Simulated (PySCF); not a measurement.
Runs of PySCF 2.14.0 on SMgClH. The cell holds a molecule in a box, 4 atoms: a = 11.000 Å, b = 14.000 Å, c = 10.000 Å, α = 90.00°, β = 90.00°, γ = 90.00°. 

```csv
task,level,three-body dispersion term,conv_tol,exxdiv,grid for exchange and correlation,frozen core bands,gap on the mesh (eV)
atomic charges,BHandHLYP+D4,yes,1e-07 Ha,ewald,"Becke, atom-centred",-,7.44
atomic charges,TM,-,1e-07 Ha,-,"Becke, atom-centred",-,4.12
excitation energies (Tamm-Dancoff),PBE0,-,1e-08 Ha,ewald,"Becke, atom-centred",11,(a)
atomic charges,M06-L+D4,yes,1e-07 Ha,-,"Becke, atom-centred",-,(b)
CCSD(T) correlation energy,HF,-,1e-08 Ha,ewald,-,11,10.95
MP2 correlation energy,HF,-,1e-08 Ha,ewald,-,11,10.95
atomic charges,OLYP+D3(BJ),no,1e-07 Ha,-,"Becke, atom-centred",-,3.90
```

Alike in all rows: potentials or basis cc-pvdz (all-electron); no spin polarisation; cell as given; k mesh 1 × 1 × 1; smearing fixed.

Q: Estimate the missing entries.

A: (a) 5.78; (b) 4.95.

Caveats: this is a molecule in a periodic box at the Γ point, so its band gap is the HOMO-LUMO gap; the basis of atomic orbitals isn't converged, which shifts pressures, moduli and gaps; the basis is small and the box finite, so much correlation energy is missing and levels can be off by tenths of an eV (some runs); the iterative solver can pass over a root and still report convergence (some runs).

Runs at the PBE level aren't shown here.
